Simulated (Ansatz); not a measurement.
# CH3BO2Si: the cost of one run

Program: Ansatz 0.2.0. Level of theory: RKS revPBE/def2-SVP. These are calculated values, not measurements.

**1. Starting point**

Bond lengths: O1–C2 1.268 Å, C2–B3 1.687 Å, C2–Si4 1.787 Å, B3–Si4 1.766 Å, Si4–O5 1.787 Å, B3–H6 1.208 Å, Si4–H7 1.437 Å, O5–H8 0.957 Å. Angles: O1–C2–B3 148.5°, O1–C2–Si4 150.3°, B3–C2–Si4 61.0°, C2–B3–Si4 62.3°, C2–B3–H6 148.4°, Si4–B3–H6 149.0°, C2–Si4–B3 56.7°, C2–Si4–O5 108.2°, C2–Si4–H7 116.5°, B3–Si4–O5 111.3°, B3–Si4–H7 128.1°, O5–Si4–H7 118.3°, Si4–O5–H8 103.6°.

Coordinates:

```xyz
8

O     0.6082   -2.2301    0.7230
C     0.4630   -0.9859    0.5285
B     0.6142    0.5884    1.1147
Si    0.1056    0.3822   -0.5637
O    -1.6691    0.5175   -0.7253
H     0.9475    1.3237    2.0129
H     0.9074    0.4799   -1.7519
H    -1.8845   -0.1329   -1.3940
```

**2. Relaxing end A**

input.yaml

```yaml
crystal:
  periodic: [false, false, false]
  atoms:
    - { symbol: O, position_ang: [0.6082, -2.2301, 0.723] }
    - { symbol: C, position_ang: [0.463, -0.9859, 0.5285] }
    - { symbol: B, position_ang: [0.6142, 0.5884, 1.1147] }
    - { symbol: Si, position_ang: [0.1056, 0.3822, -0.5637] }
    - { symbol: O, position_ang: [-1.6691, 0.5175, -0.7253] }
    - { symbol: H, position_ang: [0.9475, 1.3237, 2.0129] }
    - { symbol: H, position_ang: [0.9074, 0.4799, -1.7519] }
    - { symbol: H, position_ang: [-1.8845, -0.1329, -1.394] }
basis:
  gaussian: { orbitals: def2-SVP }
hamiltonian:
  xc: revpbe
relax:
  f_tol: 0.015
  max_steps: 40
```

Started as:

```bash
$ ansatz run input.yaml --threads 1 --pin off --max-ram 2048MiB --backend cpu --events-out ev --progress --plain --runs-dir out
```

What time and memory should one allow on 1 thread of an x86-64 CPU, shared host?

About 2.3 min, with a peak of 0.17 GiB.
